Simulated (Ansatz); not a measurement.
# C3H6BBr: small, medium and large basis sets

One table from this session's results is given with a row withheld; the runs are named, their logs left out.

Method: one geometry, several basis sets; program: Ansatz 0.2.0, Gaussian basis.

Plan: PBE0-D4/def2-SVP; ωB97M-V/def2-SVP; PBE0-D4/def2-QZVPP; ωB97M-V/def2-QZVPP; the functionals' def2-TZVPP values are taken from earlier runs.

## The relaxed structure

All runs share one geometry, relaxed beforehand with PBE0-D4 in a triple-zeta def2 set.

SMILES `C=C(Br)BC`, 11 atoms, charge 0, spin multiplicity 1.

Atoms are counted from 1 here; the program's logs count them from 0.

Bond lengths: C1–C2 1.333 Å, C1–H6 1.084 Å, C1–H7 1.085 Å, C2–Br3 1.909 Å, C2–B4 1.548 Å, B4–C5 1.548 Å, B4–H8 1.201 Å, C5–H9 1.102 Å, C5–H10 1.091 Å, C5–H11 1.092 Å. Angles: C2–C1–H6 123.6°, C2–C1–H7 118.5°, H6–C1–H7 117.9°, C1–C2–Br3 118.2°, C1–C2–B4 122.3°, Br3–C2–B4 119.5°, C2–B4–C5 125.1°, C2–B4–H8 114.0°, C5–B4–H8 120.8°, B4–C5–H9 105.7°, B4–C5–H10 114.5°, B4–C5–H11 113.5°, H9–C5–H10 106.3°, H9–C5–H11 105.6°, H10–C5–H11 110.4°.

Coordinates:

```xyz
11
C3H6BBr
C    -1.5028    1.3822   -0.5624
C    -0.3299    0.8876   -0.1655
Br    1.0815    2.1129    0.2220
B    -0.0821   -0.6334   -0.0182
C     1.2503   -1.2786    0.4328
H    -1.6968    2.4420   -0.6859
H    -2.3103    0.6897   -0.7767
H    -1.0482   -1.3103   -0.2447
H     1.1613   -1.4152    1.5230
H     2.1324   -0.6560    0.2731
H     1.4100   -2.2777    0.0230
```

The first run:

in.yaml reads:

```yaml
crystal:
  periodic: [false, false, false]
  atoms:
    - {symbol: C, position_ang: [-1.502784, 1.382212, -0.562360]}
    - {symbol: C, position_ang: [-0.329924, 0.887619, -0.165495]}
    - {symbol: Br, position_ang: [1.081544, 2.112871, 0.222035]}
    - {symbol: B, position_ang: [-0.082051, -0.633414, -0.018225]}
    - {symbol: C, position_ang: [1.250281, -1.278627, 0.432846]}
    - {symbol: H, position_ang: [-1.696752, 2.442026, -0.685928]}
    - {symbol: H, position_ang: [-2.310337, 0.689685, -0.776716]}
    - {symbol: H, position_ang: [-1.048217, -1.310295, -0.244666]}
    - {symbol: H, position_ang: [1.161282, -1.415220, 1.522980]}
    - {symbol: H, position_ang: [2.132395, -0.656009, 0.273065]}
    - {symbol: H, position_ang: [1.409964, -2.277749, 0.022965]}
basis:
  gaussian: {orbitals: def2-SVP}
hamiltonian: {xc: pbe0, dispersion: d4}
output: {orbitals: {seedname: orbitals}}
```

Among the steps run: PBE0-D4 in def2-SVP; ωB97M-V in def2-SVP; PBE0-D4 in def2-QZVPP; ωB97M-V in def2-QZVPP.

One of the session's tables, all rows but one given; the rest of the session is left out.

It belongs to the step «Functionals by basis». 

```
functional       basis  HOMO (eV)  LUMO (eV)
   PBE0-D4    def2-SVP      -7.41      -1.94
   PBE0-D4  def2-TZVPP      -7.53      -2.04
   PBE0-D4  def2-QZVPP      -7.54      -2.06
   ωB97M-V    def2-SVP          ?          ?
   ωB97M-V  def2-TZVPP      -9.68       0.01
   ωB97M-V  def2-QZVPP      -9.69      -0.03
```

**Question.** Estimate the row for ωB97M-V, def2-SVP.

As computed: HOMO (eV): -9.55; LUMO (eV): 0.16. In the column «HOMO (eV)» it lies between ωB97M-V, def2-TZVPP (-9.68) and PBE0-D4, def2-QZVPP (-7.54).
